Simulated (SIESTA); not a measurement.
The system is HPbNO4.

```
CELL_PARAMETERS angstrom
3.85404 0.14384 0.09012
-0.25320 5.52698 0.16471
-0.48197 -1.92720 5.72025
ATOMIC_POSITIONS crystal
H 0.10913 0.65718 0.54463
Pb 0.61029 0.52127 0.15100
N 0.91580 0.96263 0.95867
O 0.01384 0.13639 0.88084
O 0.72398 0.01057 0.12858
O 0.00389 0.73732 0.87043
O 0.11927 0.59324 0.37651
```

The cell was built by a generator and needn't be a form met in nature.

Program: SIESTA 5.4.2. Alike in all runs: task band structure; no spin polarisation; cell as given; k mesh 7 × 5 × 5; smearing fermi-dirac 0.05 eV; grid cutoff 800 Ry; energy shift 0.003 Ry.

Question: Order these runs on this cell by their band gap on the k mesh, lowest first.
A. level PBE; potentials or basis PseudoDojo 0.4 standard (PBE files), SZ (energy shift 0.003 Ry)
B. level LDA; potentials or basis PseudoDojo 0.4 standard (LDA files), DZP (energy shift 0.003 Ry; two zetas on semicore shells)
C. level PBE; potentials or basis PseudoDojo 0.4 standard (PBE files), DZ (energy shift 0.003 Ry; two zetas on semicore shells)

Answer: A (2.46 eV), C (2.83 eV), B (3.11 eV).

Caveats: spin-orbit coupling is left out, which as a rule narrows the gap of such compounds by several tenths of an eV; the basis of atomic orbitals isn't converged, which shifts pressures, moduli and gaps; forces of over 1 eV/Å show positions far from the minimum, so gaps and moduli don't describe the material at rest; the basis has no polarisation orbitals (some runs).

A k mesh can miss the band edges.
